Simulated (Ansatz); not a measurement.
# C₆H₁₂O₃: basis-set convergence

One table from this session's results is given with a row withheld; the runs are named, their logs left out.

Computed with Ansatz 0.2.0, Gaussian basis. Level: one geometry, several basis sets.

The runs, in order: PBE0-D4/def2-SVP; ωB97M-V/def2-SVP; PBE0-D4/def2-QZVPP; ωB97M-V/def2-QZVPP; the functionals' def2-TZVPP values are taken from earlier runs.

## The relaxed structure

The geometry comes from an earlier relaxation with PBE0-D4 in a triple-zeta def2 set; it is a stationary point, not always the lowest conformer.

SMILES `CCOC(C)OC(C)=O`, 21 atoms, charge 0, spin multiplicity 1.

Atoms are counted from 1 here; the program's logs count them from 0.

Bond lengths: C1–C2 1.506 Å, C1–H10 1.092 Å, C1–H11 1.092 Å, C1–H12 1.092 Å, C2–O3 1.417 Å, C2–H13 1.096 Å, C2–H14 1.099 Å, O3–C4 1.375 Å, C4–C5 1.502 Å, C4–O6 1.447 Å, C4–H15 1.097 Å, C5–H16 1.091 Å, C5–H17 1.090 Å, C5–H18 1.091 Å, O6–C7 1.339 Å, C7–C8 1.498 Å, C7–O9 1.203 Å, C8–H19 1.092 Å and more. Angles: C2–C1–H10 110.6°, C2–C1–H11 110.2°, C2–C1–H12 110.8°, H10–C1–H11 108.4°, H10–C1–H12 108.3°, H11–C1–H12 108.5°, C1–C2–O3 108.4°, C1–C2–H13 110.7°, C1–C2–H14 110.9°, O3–C2–H13 109.8°, O3–C2–H14 109.3°, H13–C2–H14 107.7°, C2–O3–C4 114.4°, O3–C4–C5 109.4°, O3–C4–O6 107.3°, O3–C4–H15 111.6°, C5–C4–O6 109.8°, C5–C4–H15 111.8° and more.

Geometry (Å):

```tsv
atom	x (Å)	y (Å)	z (Å)
C1	-3.1572	-0.7464	-0.4555
C2	-1.8593	-0.3381	0.1899
O3	-0.8003	-0.9979	-0.4807
C4	0.4400	-0.7901	0.0742
C5	1.4310	-1.7286	-0.5538
O6	0.8140	0.5792	-0.2083
C7	1.6632	1.1706	0.6412
C8	1.9085	2.5956	0.2483
O9	2.1562	0.6208	1.5907
H10	-3.1662	-0.4644	-1.5099
H11	-3.9961	-0.2537	0.0404
H12	-3.3003	-1.8264	-0.3875
H13	-1.7193	0.7473	0.1274
H14	-1.8444	-0.6169	1.2533
H15	0.4166	-0.8936	1.1657
H16	1.4555	-1.5686	-1.6328
H17	2.4221	-1.5570	-0.1341
H18	1.1356	-2.7595	-0.3552
H19	0.9747	3.1589	0.3045
H20	2.6465	3.0352	0.9144
H21	2.2547	2.6440	-0.7854
```

Set-up of the first run:

Contents of in.yaml:

```yaml
crystal:
  periodic: [false, false, false]
  atoms:
    - {symbol: C, position_ang: [-3.157171, -0.746420, -0.455512]}
    - {symbol: C, position_ang: [-1.859300, -0.338138, 0.189946]}
    - {symbol: O, position_ang: [-0.800265, -0.997908, -0.480726]}
    - {symbol: C, position_ang: [0.439966, -0.790136, 0.074248]}
    - {symbol: C, position_ang: [1.430981, -1.728627, -0.553838]}
    - {symbol: O, position_ang: [0.814023, 0.579233, -0.208334]}
    - {symbol: C, position_ang: [1.663152, 1.170645, 0.641213]}
    - {symbol: C, position_ang: [1.908469, 2.595640, 0.248307]}
    - {symbol: O, position_ang: [2.156221, 0.620815, 1.590748]}
    - {symbol: H, position_ang: [-3.166236, -0.464367, -1.509938]}
    - {symbol: H, position_ang: [-3.996064, -0.253651, 0.040412]}
    - {symbol: H, position_ang: [-3.300343, -1.826448, -0.387478]}
    - {symbol: H, position_ang: [-1.719286, 0.747303, 0.127399]}
    - {symbol: H, position_ang: [-1.844412, -0.616871, 1.253319]}
    - {symbol: H, position_ang: [0.416576, -0.893617, 1.165670]}
    - {symbol: H, position_ang: [1.455513, -1.568579, -1.632804]}
    - {symbol: H, position_ang: [2.422079, -1.556959, -0.134116]}
    - {symbol: H, position_ang: [1.135635, -2.759524, -0.355176]}
    - {symbol: H, position_ang: [0.974709, 3.158945, 0.304530]}
    - {symbol: H, position_ang: [2.646524, 3.035243, 0.914389]}
    - {symbol: H, position_ang: [2.254728, 2.644020, -0.785358]}
basis:
  gaussian: {orbitals: def2-SVP}
hamiltonian: {xc: pbe0, dispersion: d4}
output: {orbitals: {seedname: orbitals}}
```

Among the steps run: PBE0-D4 in def2-SVP; ωB97M-V in def2-SVP; PBE0-D4 in def2-QZVPP; ωB97M-V in def2-QZVPP.

One of the session's tables, all rows but one given; the rest of the session is left out.

It belongs to the step «Density functionals: the series». 

```
functional       basis  HOMO (eV)  LUMO (eV)
   PBE0-D4    def2-SVP      -7.61       0.52
   PBE0-D4  def2-TZVPP      -7.72       0.37
   PBE0-D4  def2-QZVPP      -7.75       0.30
   ωB97M-V    def2-SVP     -10.01       2.84
   ωB97M-V  def2-TZVPP          ?          ?
   ωB97M-V  def2-QZVPP     -10.17       1.71
```

**Question.** Estimate the row for ωB97M-V, def2-TZVPP.

As computed: HOMO (eV): -10.14; LUMO (eV): 2.51. In the column «HOMO (eV)» it lies between ωB97M-V, def2-QZVPP (-10.17) and ωB97M-V, def2-SVP (-10.01).
